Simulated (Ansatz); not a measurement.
**CHBCl₂ (SMILES B=C(Cl)Cl): functionals against CCSD(T) at one geometry**

An exercise on one series of results from a longer session: the logs are not shown, and one member is left open.

Program: Ansatz 0.2.0, Gaussian basis. Level of theory: single points in def2-TZVPP. These are calculated values, not measurements.

Cores are frozen in the correlated methods.

### The starting structure

SMILES `B=C(Cl)Cl`, 5 atoms, charge 0, spin multiplicity 1.

Atoms are counted from 1 here; the program's logs count them from 0.

Bond lengths: B1–C2 1.545 Å, B1–H5 1.148 Å, C2–Cl3 1.884 Å, C2–Cl4 1.645 Å. Angles: C2–B1–H5 157.7°, B1–C2–Cl3 109.5°, B1–C2–Cl4 128.8°, Cl3–C2–Cl4 121.7°.

As a file:

```xyz
5
CHBCl2
B     0.7153    0.7237    0.2617
C    -0.2481   -0.4233   -0.1168
Cl   -2.0272    0.1834    0.0035
Cl    0.1096   -1.9708   -0.5444
H     1.7168    1.2697    0.3937
```

The first run:

The input, run/in.yaml:

```yaml
crystal:
  periodic: [false, false, false]
  atoms:
    - {symbol: B, position_ang: [0.715300, 0.723700, 0.261700]}
    - {symbol: C, position_ang: [-0.248100, -0.423300, -0.116800]}
    - {symbol: Cl, position_ang: [-2.027200, 0.183400, 0.003500]}
    - {symbol: Cl, position_ang: [0.109600, -1.970800, -0.544400]}
    - {symbol: H, position_ang: [1.716800, 1.269700, 0.393700]}
basis:
  gaussian: {orbitals: def2-TZVPP}
correlation: {method: ccsd_t}
output: {forces: true}
```

No record of the launch command was kept for these runs.

Among the steps run: CCSD(T)/def2-TZVPP; PBE0-D4/def2-TZVPP; wB97M-V/def2-TZVPP; r2SCAN-D4/def2-TZVPP; PBE-D4/def2-TZVPP; SPW92/def2-TZVPP; CAM-B3LYP-D4/def2-TZVPP.

One table of the session follows, with a row left open; its other results are not shown here.

| method | RMS force component (eV/Å) | angle to CCSD(T) forces (°) | dipole (D) |
| --- | --- | --- | --- |
| CCSD(T) | 2.324 | reference | 1.96 |
| PBE0-D4 | 2.447 | 5.3 | 2.07 |
| wB97M-V | 2.559 | 3.5 | 2.22 |
| r2SCAN-D4 | ? | ? | ? |
| PBE-D4 | 2.279 | 4.5 | 1.70 |
| SPW92 | 2.334 | 9.2 | 1.70 |
| CAM-B3LYP-D4 | 2.572 | 4.5 | 2.23 |

Q: Estimate the row for r2SCAN-D4 from the others.

**Answer.** RMS force component (eV/Å): 2.354; angle to CCSD(T) forces (°): 5.1; dipole (D): 1.93. In the column «RMS force component (eV/Å)» it lies between SPW92 (2.334) and PBE0-D4 (2.447).
